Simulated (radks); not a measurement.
**Co⁺ in [Ne] 3s1 3p6 3d8 4p1: an all-electron calculation**

What are the levels of the cobalt ion Co+, how large are its shells, and how does its energy divide?

Method: scalar-relativistic Kohn-Sham, PBE, spin-polarised, spherical densities, finite nucleus; open shells are filled with parallel spins first. Code: radks (a radial shooting solver on a logarithmic mesh, Libxc functionals) version 1.

## (1) Starting point

```
element            : cobalt (Z = 27)
charge             : +1
electrons          : 26
configuration      : [Ne] 3s1 3p6 3d8 4p1
nuclear rms radius : 3.7875 fm
```

Outer shells as boxes (Hund's rule):

Co⁺
```
[Ne] core
3s [↑ ]
3p [↑↓][↑↓][↑↓]
3d [↑↓][↑↓][↑↓][↑ ][↑ ]
4p [↑ ][  ][  ]
```

## (2) The run

The run's settings:

```text
Z 27
configuration [Ne] 3s1 3p6 3d8 4p1
relativity scalar-relativistic
functional pbe,pbe
spin polarised
nucleus finite rms 3.7875 fm
c 137.035999084
```

Q: Predict the outcome of this run.

**Answer**, as computed:

```
                        quantity                   value
                    total energy     -1389.24955 hartree
exchange-correlation share of it                  4.24 %
                            −T/E                  1.0129
          highest occupied level        4p up, -8.765 eV
    most extended occupied level  4p up, <r> = 3.21 bohr
 radius at density 0.001 e/bohr³               4.09 bohr
    maxima of the radial density                       3
```

What this shows: 4 principal shells are occupied and 3 maxima appear in the radial density; where shells overlap, one shows as a shoulder or not at all. −T/E is 1.013: with relativity the kinetic term as defined here no longer equals −E. This is not the tabulated ground configuration, so its levels and sizes aren't those of the ground state, and no measured value stands beside it.
